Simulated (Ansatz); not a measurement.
# TiSi16: the cost of one run

All numbers below are computed with Ansatz 0.2.0 (DFT PBE, plane waves, PAW, scalar-relativistic, no spin polarisation).

**1. The system as given**

The cell holds 17 atoms (Si16Ti): a = 7.679 Å, b = 7.679 Å, c = 7.679 Å, α = 60.00°, β = 60.00°, γ = 60.00°.

Coordinates:

```xyz
17
Lattice="0.0000 5.4300 5.4300 5.4300 0.0000 5.4300 5.4300 5.4300 0.0000" Properties=species:S:1:pos:R:3 pbc="T T T"
Si    0.0000    0.0000    0.0000
Si    1.3575    1.3575    1.3575
Si    2.7150    2.7150    0.0000
Si    4.0725    4.0725    1.3575
Si    2.7150    0.0000    2.7150
Si    4.0725    1.3575    4.0725
Si    5.4300    2.7150    2.7150
Si    6.7875    4.0725    4.0725
Si    0.0000    2.7150    2.7150
Si    1.3575    4.0725    4.0725
Si    2.7150    5.4300    2.7150
Si    4.0725    6.7875    4.0725
Si    2.7150    2.7150    5.4300
Si    4.0725    4.0725    6.7875
Si    5.4300    5.4300    5.4300
Si    6.7875    6.7875    6.7875
Ti    2.0503    4.8090    6.0743
```

**2. Relaxing the start**

The input, input.yaml:

```yaml
accuracy: low
crystal:
  lattice:
    - [0.0, 5.43, 5.43]
    - [5.43, 0.0, 5.43]
    - [5.43, 5.43, 0.0]
  atoms:
    - { symbol: Si, position: [0.0, 0.0, 0.0] }
    - { symbol: Si, position: [0.125, 0.125, 0.125] }
    - { symbol: Si, position: [0.0, 0.0, 0.5] }
    - { symbol: Si, position: [0.125, 0.125, 0.625] }
    - { symbol: Si, position: [0.0, 0.5, 0.0] }
    - { symbol: Si, position: [0.125, 0.625, 0.125] }
    - { symbol: Si, position: [0.0, 0.5, 0.5] }
    - { symbol: Si, position: [0.125, 0.625, 0.625] }
    - { symbol: Si, position: [0.5, 0.0, 0.0] }
    - { symbol: Si, position: [0.625, 0.125, 0.125] }
    - { symbol: Si, position: [0.5, 0.0, 0.5] }
    - { symbol: Si, position: [0.625, 0.125, 0.625] }
    - { symbol: Si, position: [0.5, 0.5, 0.0] }
    - { symbol: Si, position: [0.625, 0.625, 0.125] }
    - { symbol: Si, position: [0.5, 0.5, 0.5] }
    - { symbol: Si, position: [0.625, 0.625, 0.625] }
    - { symbol: Ti, position: [0.8133427, 0.3053068, 0.0722854] }
basis:
  ecutwfc: 420.0
kpoints:
  mp_grid: { grid: [2, 2, 2] }
hamiltonian:
  xc: pbe
  pseudopotentials: { kind: paw, azcp: { folder: soft_1 } }
scf:
  occupations: { method: fermi_dirac, width: 0.02 }
  lower_state_search: "off"
relax:
  f_tol: 0.08
  max_steps: 25
  adjacent_minimum: "off"
```

Command:

```sh
$ ansatz run input.yaml --threads 1 --pin off --max-ram 3072MiB --backend cpu --events-out ev --progress --plain --runs-dir out
```

**Question.** How long does this run take on 1 thread of Arm Neoverse V2, shared host, and how much memory does it need?

About 73 s, with a peak of 0.55 GiB.
